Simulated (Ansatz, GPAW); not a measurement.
LiTlTe2: PBE in single-zeta orbitals, run from Python

These are simulated results from GPAW 26.7.0, not measurements. The cell was built from a prototype and was relaxed with r2SCAN in plane waves (Ansatz 0.2.0). It may be hypothetical. All runs are without spin polarisation.

Space group P-4m2 (No. 115), tetragonal; a = 4.598 Å, c = 6.473 Å in the conventional setting, 34.21 Å³ an atom. Around Li lie 4 Te at 2.74 Å; around Te lie 2 Li at 2.74 Å and 2 Tl at 2.88 Å; around Tl lie 4 Te at 2.88 Å.

The basis is minimal: single zeta, one radial function for each shell that the log's basis lists. It describes the filled bands fairly and the empty ones poorly.

The script, run.py:

```python
import json
from ase import Atoms
from gpaw import GPAW, PW, FermiDirac

atoms = Atoms(['Li', 'Te', 'Tl', 'Te'],
              cell=[[4.598001, 0.0, -0.0], [-0.0, 4.598001, 0.0], [-0.0, 0.0, 6.47346]],
              scaled_positions=[[0.0, 0.0, -0.0], [-0.0, 0.5, 0.230916], [0.5, 0.5, 0.5], [0.5, 0.0, 0.769084]],
              pbc=True)
calc = GPAW(mode='lcao', basis='sz(dzp)', h=0.2, xc='PBE', kpts={'size': (4, 4, 4), 'gamma': True},
            occupations=FermiDirac(0.02), maxiter=100, legacy_gpaw=True, txt='gpaw.txt')
atoms.calc = calc
res = {'energy': atoms.get_potential_energy(force_consistent=True)}
res['electrons'] = calc.get_number_of_electrons()
res['k'] = calc.get_ibz_k_points().tolist()
res['levels'] = [calc.get_eigenvalues(kpt=i).tolist() for i in range(len(res['k']))]
points = [[0.0, 0.0, 0.0], [0.0, 0.5, 0.0], [0.5, 0.5, 0.0], [0.0, 0.0, 0.5], [0.0, 0.5, 0.5], [0.5, 0.5, 0.5]]
bands = calc.fixed_density(kpts=points, symmetry='off', txt='bands.txt')
res['points'] = [bands.get_eigenvalues(kpt=i).tolist() for i in range(len(points))]
json.dump(res, open('results.json', 'w'))
print('free energy (eV):', round(res['energy'], 5))
```

Command: `python run.py`. It took 6.9 s on 1 thread of Arm Neoverse V2, with other jobs on the host, peak memory 0.2 GiB.

The log gpaw.txt, trimmed of paths, versions and times, then the last line on the terminal. An iter line gives the energy in eV and the logarithms of the changes of orbitals (plane waves alone) and density (c: converged):

```
___ ___ ___ _ _ _
 |   |   |_  | | | |

 | | | | | . | | | |

 |__ |  _|___|_____|  26.7.0
 |___|_|

Input parameters:
  basis: sz(dzp)
  h: 0.2
  kpts: {gamma: True,
         size: (4, 4, 4)}
  maxiter: 100
  mode: lcao
  occupations: {fixmagmom: False,
                name: fermi-dirac,
                width: 0.02}
  xc: PBE

System changes: positions, numbers, cell, pbc, initial_charges, initial_magmoms

Initialize ...

species:
  Li:
    name:    Lithium
    Z:       3.0
    valence: 1
    core:    2
    charge:  0.0  # [|e|]
    compensation charges:
      type: gauss
      rc: 0.33  # [Å]
      lmax: 2
    cutoffs:
      filter: 1.91  # [Å]
      core: 2.55  # [Å]
    projectors
    | kind |    occ | energy [eV] | rcut [Å] |

    |------|--------|-------------|----------|

    |   2s |  1.000 |      -2.874 |    1.058 |

    |   2p |  0.000 |      -1.090 |    1.058 |

    |    s |        |      24.337 |    1.058 |

    LCAO basis set for Li:
      Name: sz(dzp)
      Number of radial functions: 1
      Number of spherical harmonics: 1
        l=0, rc=10.8906 Bohr: 2s-sz confined orbital
      Number of RI-basis functions 0

  Te:
    name:    Tellurium
    Z:       52.0
    valence: 6
    core:    46
    charge:  0.0  # [|e|]
    compensation charges:
      type: gauss
      rc: 0.36  # [Å]
      lmax: 2
    cutoffs:
      filter: 2.09  # [Å]
      core: 3.17  # [Å]
    projectors
    | kind |    occ | energy [eV] | rcut [Å] |

    |------|--------|-------------|----------|

    |   5s |  2.000 |     -15.089 |    1.180 |

    |   5p |  4.000 |      -5.955 |    1.196 |

    |    s |        |      12.123 |    1.180 |

    |    p |        |      21.256 |    1.196 |

    |    d |        |       0.000 |    1.238 |

    LCAO basis set for Te:
      Name: sz(dzp)
      Number of radial functions: 2
      Number of spherical harmonics: 4
        l=0, rc=6.2500 Bohr: 5s-sz confined orbital
        l=1, rc=8.0156 Bohr: 5p-sz confined orbital
      Number of RI-basis functions 0

  Tl:
    name:    Thallium
    Z:       81.0
    valence: 13
    core:    68
    charge:  0.0  # [|e|]
    compensation charges:
      type: gauss
      rc: 0.38  # [Å]
      lmax: 2
    cutoffs:
      filter: 2.11  # [Å]
      core: 2.55  # [Å]
    projectors
    | kind |    occ | energy [eV] | rcut [Å] |

    |------|--------|-------------|----------|

    |   6s |  2.000 |      -9.493 |    1.212 |

    |   6p |  1.000 |      -2.379 |    1.270 |

    |   5d | 10.000 |     -15.517 |    1.191 |

    |    s |        |      17.718 |    1.212 |

    |    p |        |      24.832 |    1.270 |

    |    d |        |      11.695 |    1.191 |

    LCAO basis set for Tl:
      Name: sz(dzp)
      Number of radial functions: 3
      Number of spherical harmonics: 9
        l=0, rc=7.3438 Bohr: 6s-sz confined orbital
        l=1, rc=11.0312 Bohr: 6p-sz confined orbital
        l=2, rc=4.8750 Bohr: 5d-sz confined orbital
      Number of RI-basis functions 0

Reference energy: -919829.134960  # eV

Spin-paired calculation

Convergence criteria:
 Maximum [total energy] change in last 3 cyles: 0.0005 eV / valence electron
 Maximum integral of absolute [dens]ity change: 0.0001 electrons / valence electron
 Maximum integral of absolute [eigenst]ate change: 4e-08 eV^2 / valence electron
 Maximum number of scf [iter]ations: 100
 (Square brackets indicate name in SCF output, whereas a 'c' in
 the SCF output indicates the quantity has converged.)

Symmetries present (total): 8

  ( 1  0  0)  ( 1  0  0)  ( 0  1  0)  ( 0  1  0)  ( 0 -1  0)  ( 0 -1  0)
  ( 0  1  0)  ( 0 -1  0)  ( 1  0  0)  (-1  0  0)  ( 1  0  0)  (-1  0  0)
  ( 0  0  1)  ( 0  0  1)  ( 0  0 -1)  ( 0  0 -1)  ( 0  0 -1)  ( 0  0 -1)

  (-1  0  0)  (-1  0  0)
  ( 0  1  0)  ( 0 -1  0)
  ( 0  0  1)  ( 0  0  1)

64 k-points: 4 x 4 x 4 Monkhorst-Pack grid + [1/8,1/8,1/8]
18 k-points in the irreducible part of the Brillouin zone
       k-points in crystal coordinates                weights
   0:     0.00000000    0.00000000    0.00000000          1/64
   1:     0.00000000    0.00000000    0.25000000          2/64
   2:     0.00000000    0.00000000    0.50000000          1/64
   3:     0.25000000    0.00000000    0.00000000          4/64
   4:     0.25000000    0.00000000    0.25000000          8/64
   5:     0.25000000    0.00000000    0.50000000          4/64
   6:     0.25000000    0.25000000    0.00000000          4/64
   7:     0.25000000    0.25000000    0.25000000          8/64
   8:     0.25000000    0.25000000    0.50000000          4/64
   9:     0.50000000    0.00000000    0.00000000          2/64
          ...
  17:     0.50000000    0.50000000    0.50000000          1/64

Wave functions: LCAO
  Diagonalizer: Serial LAPACK
  Atomic Correction: dense with blas
  Data-type: complex

Occupation numbers: Fermi-Dirac:
  width: 0.0200  # eV

Eigensolver
   LCAO using direct dense diagonalizer

Densities:
  Coarse grid: 24*24*32 grid
  Fine grid: 48*48*64 grid
  Total Charge: 0.000000

Density mixing:
  Method: separate
  Backend: msr1
  Linear mixing parameter: 0.05
  old densities: 10
  Width of damping distribution: 1.1
  Damping of long wavelength oscillations: 20

Hamiltonian:
  XC and Coulomb potentials evaluated on a 48*48*64 grid
  Using the PBE Exchange-Correlation functional
  Interpolation: tri-quintic (5. degree polynomial)
  Poisson solver: FastPoissonSolver using
    Stencil: 6*3+1=19 point O(h^6) finite-difference Laplacian
    FFT axes: [np.int64(0), np.int64(1), np.int64(2)]
    FST axes: []

XC parameters: PBE with 2 nearest neighbor stencil

Memory estimate:
  Process memory now: 126.49 MiB
  Calculator: 34.48 MiB
    Density: 24.32 MiB
      Arrays: 3.66 MiB
      Localized functions: 17.85 MiB
      Mixer: 2.81 MiB
    Hamiltonian: 3.58 MiB
      Arrays: 2.39 MiB
      XC: 0.00 MiB
      Poisson: 0.00 MiB
      vbar: 1.19 MiB
    Wavefunctions: 6.58 MiB
      C [qnM]: 0.09 MiB
      S, T [2 x qmm]: 0.18 MiB
      P [aqMi]: 0.02 MiB
      BasisFunctions: 6.30 MiB
      Eigensolver: 0.00 MiB

Total number of cores used: 1

Number of atoms: 4
Number of atomic orbitals: 18
Number of bands in calculation: 18
Number of valence electrons: 26
Bands to converge: occupied

... initialized

Initializing position-dependent things.

Density initialized from atomic densities
    .----------.
   /|          |

  / |          |

 *  |          |

 |  |          |

 |  |  Tel     |

 |  |          |

 |  |          |

 | Te----------.
 | /          /
 |/          /
 Li---------*
Positions:
   0 Li     0.000000    0.000000    0.000000    ( 0.0000,  0.0000,  0.0000)
   1 Te     0.000000    2.299001    1.494825    ( 0.0000,  0.0000,  0.0000)
   2 Tl     2.299001    2.299001    3.236730    ( 0.0000,  0.0000,  0.0000)
   3 Te     2.299001    0.000000    4.978635    ( 0.0000,  0.0000,  0.0000)

Unit cell:
           periodic     x           y           z      points  spacing
  1. axis:    yes    4.598001    0.000000   -0.000000    24     0.1916
  2. axis:    yes   -0.000000    4.598001    0.000000    24     0.1916
  3. axis:    yes   -0.000000    0.000000    6.473460    32     0.2023

  Lengths:   4.598001   4.598001   6.473460
  Angles:   90.000000  90.000000  90.000000

Effective grid spacing dv^(1/3) = 0.1951

iter:   1   -10.116195        c
iter:   2   -10.074497        c -1.17
iter:   3    -9.864143        c -1.20
iter:   4    -9.859305        c -1.92
iter:   5    -9.859043c       c -2.48
iter:   6    -9.859005c       c -3.28
iter:   7    -9.859005c       c -4.23c

Converged after 7 iterations.

Energy contributions relative to reference atoms: (reference = -919829.134960)

Kinetic:       +109.622718
Potential:     -100.699008
External:        +0.000000
XC:             -18.976630
Entropy (-ST):   -0.000071
Local:           +0.193949
SIC:             +0.000000
--------------------------
Free energy:     -9.859041
Extrapolated:    -9.859005

Showing only first 2 kpts
 Kpt  Band  Eigenvalues  Occupancy
  0    11      3.07585    1.99070
  0    12      3.07585    1.99070
  0    13      3.27642    0.01870
  0    14      6.29073    0.00000

  1    11      2.80549    2.00000
  1    12      2.80549    2.00000
  1    13      4.13592    0.00000
  1    14      6.25439    0.00000

Fermi level: 3.18317

Gap: 0.201 eV
Transition (v -> c):
  (s=0, k=0, n=12, [0.00, 0.00, 0.00]) -> (s=0, k=0, n=13, [0.00, 0.00, 0.00])
No difference between direct/indirect transitions

free energy (eV): -9.85904
```

The gap in the log is over the mesh alone; results.json adds the listed points. PBE in single-zeta orbitals gives a gap of 0.20 eV. On the same cell, plane-wave PBE (Ansatz, 6×6×4 k points and the special points) gives a gap of 0.17 eV and r2SCAN a gap of 0.40 eV; on shared hosts these took about 12 and 28 core-seconds on the 4-atom cell, against 6.9 for the script. Spin-orbit coupling, left out in all these runs, can cut or reorder the gap by tenths of an eV, up to about 1 eV with Pb or Bi.

Spin-orbit coupling is left out; in compounds of Pb, Bi, Tl or Hg it can lower a gap by up to about 1 eV, split its edges or invert the bands.
